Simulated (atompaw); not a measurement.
# Pseudopotential generation for Ni: PAW (atompaw), PBEsol

Do these settings give a usable potential? It is generated, then checked for scattering, ghosts and hardness.

The numbers are computed with atompaw 4.2.0.5 (PBEsol, scalar-relativistic, spin-unpolarised reference atom).

1 further run of the same task is left out (set aside as unsound or not needed).

## 1. Settings

Typed settings, in words:

* element: nickel (Ni, Z = 28)
* type: PAW
* frozen core: [Ar]
* valence charge: 10
* reference configuration: 3d9 4s1 4p0
* partial waves: 4s (bound): rc 2.20 bohr; 4s channel at 1.35 Ry: rc 2.20 bohr; 4p (bound, empty): rc 2.20 bohr; 4p channel at 0.4 Ry: rc 1.82 bohr; 3d (bound): rc 0.95 bohr; 3d channel at 0.25 Ry: rc 0.95 bohr
* local potential: bessel scheme, radius 1.50 bohr
* core correction: smooth core density matched at 1.45 bohr
* augmentation charge: besselshape compensation charge, radius 1.90 bohr; PAW radius 2.20 bohr; waves and projectors: custom rrkj vanderbiltortho

The outer shells as boxes (Hund's rule for the drawing; the calculation is spin-unpolarised):

```
[Ar] core
3d [↑↓][↑↓][↑↓][↑↓][↑ ]
4s [↑ ]
4p [  ][  ][  ]
```

The nodes and maxima of the atom's own shells, from an earlier all-electron run, set the scale for the radii.

All-electron outer shells of the reference configuration (PBEsol, scalar-relativistic, ld1.x):

```csv
shell,level (eV),outermost node (bohr),outermost maximum (bohr)
3s,-105.72,0.30,0.64
3p,-66.33,0.27,0.65
3d,-4.67,–,0.63
4s,-4.49,0.93,2.35
4p,-0.70,1.02,3.60
```

## 2. Generating the potential

Input file Ni.input:

```
Ni 28
GGA-PBESOL scalarrelativistic loggrid 1500 logderivrange -2 5 176
4 4 3 0 0 0
4 0 1
4 1 0
3 2 9
0 0 0
c
c
c
v
c
c
v
v
2
2.20 1.90 1.50 1.45
y
1.35
n
y
0.4
n
y
0.25
n
custom rrkj vanderbiltortho besselshape
bessel
2.20
2.20
2.20
1.82
0.95
0.95
PWSCFOUT
UPFDX 0.0125d0 UPFXMIN -7.d0 UPFZMESH 28.d0
END
```

Started as:

```sh
$ atompaw < Ni.input > Ni.log
```

Q: Predict the outcome of this session. Wanted: cutoffs for 10 and 1 mRy, occupied levels; bound ghosts; largest phase difference near zero energy, channels read; lowest eigenvalue of the overlap; share of valence orbitals outside the PAW sphere; UPF file.

As calculated:

| quantity | value |
| --- | --- |
| cutoffs for 10 and 1 mRy, occupied levels | 160 Ry and 230 Ry |
| bound ghosts | none found |
| largest phase difference near zero energy, channels read | 0.001 rad |
| lowest eigenvalue of the overlap (Bessel basis) | 0.042 (p) |
| share of valence orbitals outside the PAW sphere | 4s 71 %, 4p 93 %, 3d 8 % |
| UPF file | written |

What this shows: By its cutoff, 160 Ry for the looser tolerance, it is very hard. The slowest occupied level is 3d: taken alone it needs 160 Ry to come within 1 mRy, against 6 Ry or less for 4s. It is free of bound ghosts as far as tested. Near zero energy the phases of the channels with partial waves agree within 0.001 rad. All of this concerns the isolated atom, not yet a solid.
